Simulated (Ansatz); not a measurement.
# LaReN3 and its elements: a formation energy from the elements

With the Ansatz DFT code, driven from Python.

Run as a notebook:

```python
from collections import Counter
import warnings

import ansatz as az
import numpy as np
```

```python
PHASES = {
    'LaReN3': (
        [(3.95489279, 0.0, 0.0), (0.0, 3.95489279, 0.0), (0.0, 0.0, 3.95489279)],
        [
            ('La', (0.0, 0.0, 0.0)),
            ('Re', (0.5, 0.5, 0.5)),
            ('N', (0.0, 0.5, 0.5)),
            ('N', (0.5, 0.0, 0.5)),
            ('N', (0.5, 0.5, 0.0)),
        ],
    ),
    'La': (
        [(3.77, 0.0, 0.0), (-1.885, 3.26491577, 0.0), (0.0, 0.0, 12.159)],
        [
            ('La', (0.0, 0.0, 0.0)),
            ('La', (0.0, 0.0, 0.5)),
            ('La', (1 / 3, 2 / 3, 0.75)),
            ('La', (2 / 3, 1 / 3, 0.25)),
        ],
    ),
    'Re': (
        [(2.7608, 0.0, 0.0), (-1.3804, 2.39092293, 0.0), (0.0, 0.0, 4.4582)],
        [
            ('Re', (1 / 3, 2 / 3, 0.25)),
            ('Re', (2 / 3, 1 / 3, 0.75)),
        ],
    ),
    'N2': (
        [(9.0, 0.0, 0.0), (0.0, 9.5, 0.0), (0.0, 0.0, 10.0)],
        [
            ('N', (0.5, 0.5, 0.4445)),
            ('N', (0.5, 0.5, 0.5555)),
        ],
    ),
}
```

```python
def build(vectors, sites):
    crystal = az.Crystal(lattice=az.Lattice.of(vectors))
    for symbol, position in sites:
        crystal = crystal.atom(symbol, position)
    return crystal
```

```python
GASES = {'N2'}
```

```python
def solve(name, crystal):
    calc = (
        crystal.calculation()
        .functional('pbesol')
        .mixing('msr1', ndim=4, beta=0.2)
        .basis(500)
        .kpoints(spacing=0.26)
        .occupations('fermi_dirac', width=0.02)
        .stress()
    )
    if name in GASES:
        return calc.kpoints(1, 1, 1).relax(force_tolerance=0.01).run(threads=1)
    calc = calc.relax(force_tolerance=0.01, cell=True)
    return calc.run(threads=1)
```

```python
def counts(outcome):
    return Counter(site.symbol for site in outcome.lattice.sites)
```

```python
def formation_energy(outcome, mu):
    n = counts(outcome)
    return (outcome.report['energy_sigma0_ev'] - sum(k * mu[element] for element, k in n.items())) / sum(n.values())
```

```python
def volume_per_atom(outcome):
    return abs(np.linalg.det(outcome.lattice.cell_ang)) / len(outcome.lattice.sites)
```

```python
warnings.simplefilter('ignore', az.DeckWarning)
```

```python
phases = {name: build(*cell) for name, cell in PHASES.items()}
```

```python
done = {name: solve(name, crystal) for name, crystal in phases.items()}
```

```python
# chemical potentials of the elements at zero temperature
references = {'La': 'La', 'Re': 'Re', 'N': 'N2'}
mu = {element: done[name].report['energy_sigma0_ev'] / len(done[name].lattice.sites) for element, name in references.items()}
```

```python
target = done['LaReN3']
heat = formation_energy(target, mu)
rows = [(name, len(o.lattice.sites), volume_per_atom(o), formation_energy(o, mu)) for name, o in done.items()]
print('| phase | atoms | V (A^3/atom) | E_form (eV/atom) |')
print('| --- | --- | --- | --- |')
for row in rows:
    print(f'| {row[0]} | {row[1]:d} | {row[2]:.3f} | {row[3]:.4f} |')
# gas references are bare DFT energies, without zero-point or fitted corrections
```

    | phase | atoms | V (A^3/atom) | E_form (eV/atom) |
    | --- | --- | --- | --- |
    | LaReN3 | 5 | 12.061 | -0.9175 |
    | La | 4 | 33.934 | 0.0000 |
    | Re | 2 | 14.548 | 0.0000 |
    | N2 | 2 | 427.500 | 0.0000 |

What to keep in mind:
- These settings explore the input space; cutoff and mesh may be short of convergence.
- No spin polarisation was allowed.
- For the metals among these phases the mesh is modest: differences between phases can be off by up to 40 meV an atom.
- The program warned that this SCF threshold is loose for forces or stresses.
- Spin-orbit coupling, which matters for elements this heavy, is left out.
- The cells come from databases of deposited and of computed structures, and not all need be stable phases.
- The compound is the structure given, not necessarily its lowest; energies are at zero temperature, with no correction for gases. A semilocal functional's error on such energies is often 0.05 to 0.1 eV an atom, and 0.1 to 0.3 eV against gases such as O2 or F2.
- The script silences the warnings on its input, which a real study should read.
- Hardware and time: 64 s on 1 thread of Arm Neoverse V1, with other jobs on the host, peak memory 0.75 GiB.
